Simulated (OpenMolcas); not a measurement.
# Au³⁺: CASSCF and CASPT2 terms and fine-structure levels

Aim: the low terms and levels of Au³⁺, with their order and spacing, then second-order correlation under several settings.

Method: state-averaged CASSCF and CASPT2, spin-orbit coupling by RASSI with atomic mean-field integrals. Code: OpenMolcas 26.06.

## Step 1: What is computed

```
Species                           : Au³⁺ (gold, Z = 79, 76 electrons)
Basis                             : ANO-RCC-VTZP [8s7p5d3f1g], 84 functions
Scalar Hamiltonian                : DKH2, point nucleus
Inactive shells                   : 1s 2s 2p 3s 3p 3d 4s 4p 4d 4f 5s 5p
Active space                      : 8 electrons in 10 orbitals (5d 6d)
Some configurations of this space : 5d⁸
Orbitals                          : optimised for each spin and parity, averaged over all roots
```

Outer shells as boxes (Hund's rule):

5d8
```
5d [↑↓][↑↓][↑↓][↑ ][↑ ]
```

The work runs as a chain of OpenMolcas steps in one folder; each step below is one input file. Labels, J, g values, rates, χT and fits are worked out afterwards by a script from the matrices that RASSI stores.

## Step 2: GATEWAY and SEWARD: basis and integrals

a.inp reads:

```
&GATEWAY
Coord
1

Au 0.0 0.0 0.0
Basis=ANO-RCC-VTZP
Group=XYZ
NoMove
AngMom=0.0 0.0 0.0
AMFI
&SEWARD
```

On the command line:

```sh
> OMP_NUM_THREADS=1 MOLCAS_MEM=1689 MOLCAS_PROJECT=a pymolcas a.inp > a.log
```

## Step 3: Start orbitals from a smaller active space

a.inp reads:

```
&RASSCF
FileOrb=start.orb
Symmetry=1
Spin=3
nActEl=8 0 0
Inactive=15 19
Ras2=5 0
CIRoot=10 10 1
SDav=10
CIMx=300
Iter=120 100
PrWF=0.3
OrbListing=Nothing
MaxOrb=0
Atom
>>> COPY $Project.JobIph JOBPRE
```

## Step 4: Reference wave functions, triplets of even parity, 10 roots

a.inp reads:

```
&RASSCF
FileOrb=start.orb
Symmetry=1
Spin=3
nActEl=8 0 0
Inactive=15 19
Ras2=10 0
CIRoot=10 10 1
SDav=500
CIMx=300
Iter=120 100
PrWF=0.3
OrbListing=Nothing
MaxOrb=0
Atom
>>> COPY $Project.JobIph JOB001
```

## Step 5: CASSCF: singlets of even parity, 15 roots

a.inp reads:

```
&RASSCF
FileOrb=start.orb
Symmetry=1
Spin=1
nActEl=8 0 0
Inactive=15 19
Ras2=10 0
CIRoot=15 15 1
SDav=500
CIMx=300
Iter=120 100
PrWF=0.3
OrbListing=Nothing
MaxOrb=0
Atom
>>> COPY $Project.JobIph JOB002
```

## Step 6: RASSI: spin-orbit coupling between the states

a.inp reads:

```
&RASSI
NrOfJobIphs=2 10 15
1 2 3 4 5 6 7 8 9 10
1 2 3 4 5 6 7 8 9 10 11 12 13 14 15
IphNames
JOB001
JOB002
EJob
SpinOrbit
DIPRint=1.0
SOCoupling=1000.0
Subsets=2
MEES
Property=10
'ANGMOM' 1 'ANGMOM' 2 'ANGMOM' 3 'MLTPL  1' 1 'MLTPL  1' 2 'MLTPL  1' 3
'AMFI' 1 'AMFI' 2 'AMFI' 3 'MLTPL  2' 6
SOProperty=3
'ANGMOM' 1 'ANGMOM' 2 'ANGMOM' 3
```

## Step 7: CASPT2: IPEA 0.25, imaginary shift 0.1 (closed shells correlated: 5s 5p)

a.inp reads:

```
>>> COPY JOB001 $Project.JobIph
&CASPT2
Multistate=10 1 2 3 4 5 6 7 8 9 10
Frozen=14 16
IPEA=0.25
Imaginary=0.1
MaxIter=60
WThr=0.0 0.3 0.05
PrWF=0.5
NoMix
>>> COPY JOB002 $Project.JobIph
&CASPT2
Multistate=15 1 2 3 4 5 6 7 8 9 10 11 12 13 14 15
Frozen=14 16
IPEA=0.25
Imaginary=0.1
MaxIter=60
WThr=0.0 0.3 0.05
PrWF=0.5
NoMix
```

## Step 8: CASPT2: IPEA 0, imaginary shift 0.1 (closed shells correlated: 5s 5p)

a.inp, as its differences from that of step 7:

```diff
@@ -4,3 +4,3 @@
 Frozen=14 16
-IPEA=0.25
+IPEA=0.0
 Imaginary=0.1
@@ -14,3 +14,3 @@
 Frozen=14 16
-IPEA=0.25
+IPEA=0.0
 Imaginary=0.1
```

## Step 9: CASPT2: IPEA 0.25, imaginary shift 0.1 (closed shells correlated: 5s 5p), extended multistate

a.inp reads:

```
>>> COPY JOB001 $Project.JobIph
&CASPT2
XMultistate=10 1 2 3 4 5 6 7 8 9 10
Frozen=14 16
IPEA=0.25
Imaginary=0.1
MaxIter=60
WThr=0.0 0.3 0.05
PrWF=0.5
NoMix
>>> COPY JOB002 $Project.JobIph
&CASPT2
XMultistate=15 1 2 3 4 5 6 7 8 9 10 11 12 13 14 15
Frozen=14 16
IPEA=0.25
Imaginary=0.1
MaxIter=60
WThr=0.0 0.3 0.05
PrWF=0.5
NoMix
```

(Steps that only read results are left out.)

**Question.** What will these runs give? Wanted: lowest level; first excited level; spin-orbit lowering of the lowest level; strongest of the lines computed, by gA.

**Answer**, as computed:

| quantity | value |
| --- | --- |
| method | SS-CASPT2, IPEA 0.25, imaginary shift 0.1 (closed shells correlated: 5s 5p) |
| lowest level | 5d⁸ ³F₄, 95 % of that term, g = 1.239 |
| ground level listed by NIST | 3F4 |
| first excited level | 5d⁸ ¹D₂ at 6910 cm⁻¹ |
| spin-orbit lowering of the lowest level | 9676 cm⁻¹ |
| strongest of the lines computed, by gA (one parity, so forbidden lines), at SS-CASPT2 energies | 5d⁸ ¹D₂ → 5d⁸ ³F₃, 530.6 nm, A = 8.35e+01 s⁻¹ |

Cost and accuracy by method:

| method | time of its own steps | time with the reference | mean absolute difference from the measured levels (cm-1) |
| --- | --- | --- | --- |
| A. CASSCF | 72 s | 72 s | 4000 |
| B. SS-CASPT2, IPEA 0.25, imaginary shift 0.1, +5s 5p | 11 min | 12 min | 890 |
| C. SS-CASPT2, IPEA 0, imaginary shift 0.1, +5s 5p | 11 min | 12 min | 750 |
| D. XMS-CASPT2, IPEA 0.25, imaginary shift 0.1, +5s 5p | 10 min | 11 min | 920 |

Times are of one thread on a shared host.

In words: The multiplet ³F is inverted. Second-order correlation (method B) scales the levels of the lowest configuration above 5000 cm⁻¹ by 0.83 to 1.01. Method C lies closest to the measured levels (750 cm⁻¹ on average) and A farthest (4000). Only the configurations of the active space and the roots asked for are present. Not all states of the active space went into the spin-orbit step. CASPT2 does not keep the components of a term degenerate, and the means are used. The levels of the extra active shells were not computed. Levels of other configurations are missing from the list.
